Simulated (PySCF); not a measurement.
AlSeH3: atomic charges with PBE

The system is AlSeH3, in a box.

```
Al Se H
1.0
    12.00000    0.00000    0.00000
     0.00000   12.00000    0.00000
     0.00000    0.00000   12.00000
Al Se H
1 1 3
Direct
  0.46112 0.44990 0.51080
  0.56991 0.60634 0.54048
  0.39432 0.40473 0.61483
  0.45787 0.39570 0.39084
  0.60785 0.60780 0.42411
```

- Program: PySCF 2.14.0
- Task: atomic charges
- Functional: PBE
- Potentials or basis: def2-svp (all-electron)
- k mesh: 1 × 1 × 1
- Occupations: fixed
- Spin: no spin polarisation
- Exponents discarded below (exp_to_discard): 0 1/bohr^2
- conv_tol: 1e-07 Ha
- max_cycle: 60
- Relativity: none
- Coulomb method: Gaussian density fitting (GDF)
- Grid for exchange and correlation: Becke, atom-centred

- Gap between the frontier levels: 4.10 eV
- Meta-löwdin charges: Al +0.37; Se -0.20; H -0.12, +0.08 e

Levels at points of the mesh, in eV from the valence-band top:
```csv
k point,band 20,band 21,band 22,band 23,band 24,band 25,band 26,band 27,band 28,band 29
"(0.00, 0.00, 0.00)",-11.12,-4.10,-3.20,-1.20,-0.95,0.00,4.10,5.59,6.00,7.02
```

It took 20 s on 2 threads of Intel(R) Xeon(R) Processor @ 2.70GHz, on a shared host, peak memory 1.9 GiB.

Caveat: this is a molecule in a periodic box at the Γ point, so its band gap is the HOMO-LUMO gap; population charges move with the basis; relativity is left out, which matters for the heavier elements; the basis of atomic orbitals isn't converged, which shifts pressures, moduli and gaps. As with any semilocal functional, this PBE gap is likely too small.
